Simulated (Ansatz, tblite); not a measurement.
# The cluster S₇−: a ladder of methods and basis sets

An exercise on one series of results from a longer session: the logs are not shown, and one member is left open.

The runs use Ansatz 0.2.0, Gaussian basis; as each input shows.

Levels to be run: GFN1-xTB, GFN2-xTB, PBE-D4/def2-TZVPD, r2SCAN-D4/def2-TZVPD, revPBE-D4/def2-TZVPD, HF/STO-3G, MP2/def2-SVPD, RPA/def2-SVPD.

11 further runs of the same task are left out: 8 that didn't finish, 3 set aside as unsound or not needed. Runs told in other sessions of the task aren't counted.

## The geometry

The doublet was relaxed beforehand with r2SCAN-D4/def2-SVPD. At that level it is the lowest of the isomers that a small search found.

7 atoms, charge -1, spin multiplicity 2.

Bond lengths: S1–S5 2.085 Å, S1–S7 2.085 Å, S2–S3 2.003 Å, S2–S7 2.159 Å, S4–S6 2.002 Å, S5–S6 2.160 Å. Angles: S5–S1–S7 109.4°, S3–S2–S7 109.4°, S1–S5–S6 106.2°, S4–S6–S5 109.4°, S1–S7–S2 106.2°.

The ion is computed in the gas phase, without counter-ions or solvent.

PBE0-D4/def2-TZVPD was run before; its log isn't repeated, and its numbers join the tables.

The first run:

Tight binding, by tblite at 300 K electronic temperature and without a spin-polarisation term:

```python
tblite.interface.Calculator('GFN1-xTB', numbers, positions, charge=-1, uhf=1).singlepoint()
```

Tight binding, by tblite at 300 K electronic temperature and without a spin-polarisation term:

```python
tblite.interface.Calculator('GFN2-xTB', numbers, positions, charge=-1, uhf=1).singlepoint()
```

start.molden holds the orbitals of an earlier run on this state, given as this run's starting guess.

Input file in.yaml:

```yaml
crystal:
  periodic: [false, false, false]
  atoms:
    - {symbol: S, position_ang: [1.290345, -1.858885, 0.297397]}
    - {symbol: S, position_ang: [1.494687, 1.525386, 0.460317]}
    - {symbol: S, position_ang: [0.056159, 2.500603, -0.534652]}
    - {symbol: S, position_ang: [-2.405857, 0.845872, -0.191565]}
    - {symbol: S, position_ang: [-0.698736, -2.091122, -0.282845]}
    - {symbol: S, position_ang: [-1.843375, -0.716712, 0.927317]}
    - {symbol: S, position_ang: [2.106787, -0.205132, -0.675959]}
basis:
  gaussian: {orbitals: def2-TZVPD, initial_orbitals: start.molden}
total_charge: -1
magnetization: {spin_polarized: true, initial_magnetization: 1}
hamiltonian: {xc: pbe, dispersion: d4}
scf: {omitted_lower_state_checks: [starts]}
output: {forces: true, orbitals: {seedname: orbitals}}
```

Started as:

```bash
ansatz run in.yaml --threads 4 --pin off --events-out ev --progress --plain --max-ram 4787MiB
```

Among the steps run: PBE-D4/def2-TZVPD; r2SCAN-D4/def2-TZVPD; revPBE-D4/def2-TZVPD; HF/STO-3G; MP2/def2-SVPD; RPA/def2-SVPD.

One of the session's tables, all rows but one given; the rest of the session is left out.

```
               level  LUMO (eV)  gap (eV)
           HF/STO-3G      10.12      7.68
   PBE-D4/def2-TZVPD       0.23      0.57
revPBE-D4/def2-TZVPD       0.30      0.60
r2SCAN-D4/def2-TZVPD       0.34      0.90
  PBE0-D4/def2-TZVPD          ?         ?
```

Estimate the missing values for PBE0-D4/def2-TZVPD.

**Answer.** LUMO (eV): 0.89; gap (eV): 2.31. In the column «LUMO (eV)» it lies between r2SCAN-D4/def2-TZVPD (0.34) and HF/STO-3G (10.12).

Limits of these values: The anion's highest level is positive in at least one run, so there the basis alone may hold the extra electron.
